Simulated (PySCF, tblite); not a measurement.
**C₅H₁₁AlBCl: geometry, infrared bands and NMR shifts**

Wanted: the infrared bands and NMR shifts of C₅H₁₁AlBCl (`ClB[C@H]1CCC[CH2][AlH]1`), by calculation.

Computed with tblite 0.8.0 and PySCF 2.14.0, with density-fitted response routines of our own, on a single molecule in the gas phase. Atoms are numbered from 0 throughout.

## (1) Starting geometry

19 atoms, charge 0, multiplicity 1; geometry from: force field or distance geometry start.

Bonds of the start (Å): Cl0–B1 1.85, B1–C2 1.57, C2–C3 1.50, C3–C4 1.45, C4–C5 1.45, C5–C6 1.51, C6–Al7 2.00, Al7–C2 2.03, B1–H8 1.20, C2–H9 1.08, C3–H10 1.11, C3–H11 1.14, C4–H12 1.14, C4–H13 1.14, C5–H14 1.11, C5–H15 1.14, C6–H16 1.12, C6–H17 1.08, Al7–H18 1.57.

## (2) Relaxing the molecule with GFN2-xTB

Job settings and geometry (Å):

```
{"job": {"kind": "relax", "xc": "GFN2-xTB", "basis": "xTB"}, "charge": 0, "multiplicity": 1}
Cl     2.108500    -1.469000     1.684100
B      2.311300     0.047400     0.636900
C      1.455800     0.255800    -0.661600
C      0.584600    -0.932100    -0.935400
C     -0.712600    -1.117200    -0.311900
C     -1.736500    -0.151600     0.025600
C     -1.385800     1.081700     0.825400
Al     0.213400     1.772900    -0.150100
H      2.596700     1.040000     1.248500
H      2.052600     0.561500    -1.512100
H      0.506000    -1.020200    -2.036500
H      1.244600    -1.816600    -0.641100
H     -0.547800    -1.733500     0.627800
H     -1.253500    -1.874300    -0.969700
H     -2.283800     0.203700    -0.874700
H     -2.521100    -0.676800     0.657100
H     -0.993000     0.742300     1.817000
H     -2.195000     1.797300     0.908900
H      0.545800     3.297800    -0.345600
```

The run is started by

```bash
OMP_NUM_THREADS=1 python probes_run.py task.json out
```

The driver reads the jobs from task.json and runs them one after another.

**Question.** This job is followed by: GFN2-xTB harmonic vibrations, gas phase; GIAO PBE0/pcSseg-1 NMR shielding, non-relativistic, gas phase. What will the session give for the following? strongest single infrared mode (GFN2-xTB); zero-point energy (GFN2-xTB); 13C shifts against TMS (PBE0/pcSseg-1); 1H shifts against TMS (PBE0/pcSseg-1); 35Cl shifts against HCl (PBE0/pcSseg-1); 11B shifts against BF3·OEt2 (PBE0/pcSseg-1); 27Al shifts against AlH4- (PBE0/pcSseg-1).

The runs gave:

```
                                   quantity                                                                 value
  strongest single infrared mode (GFN2-xTB)                                                 1803 cm⁻¹, 479 km/mol
               zero-point energy (GFN2-xTB)                                                         91.0 kcal/mol
     13C shifts against TMS (PBE0/pcSseg-1)                                      69.0, 35.6, 33.9, 31.3, 19.6 ppm
      1H shifts against TMS (PBE0/pcSseg-1)  6.79, 5.76, 3.58, 2.85, 2.52, 2.47, 2.03, 1.61, 1.36, 1.24, 0.97 ppm
    35Cl shifts against HCl (PBE0/pcSseg-1)                                                               265 ppm
11B shifts against BF3·OEt2 (PBE0/pcSseg-1)                                                              63.5 ppm
  27Al shifts against AlH4- (PBE0/pcSseg-1)                                                             231.2 ppm
```

Relaxing lowered the energy by 1.528 eV in 128 steps; the close pair that moved most is Cl0–B1, from 1.854 to 1.721 Å. No mode is imaginary among the 51: a minimum at this level. The strongest single mode, at 1803 cm⁻¹, moves mainly H18. Unscaled tight-binding wavenumbers are off by several per cent, some by more. Its intensities can rank the bands wrongly. At PBE0/pcSseg-1: The largest span, 685 ppm, is at Cl0, where the paramagnetic term is -464 ppm.
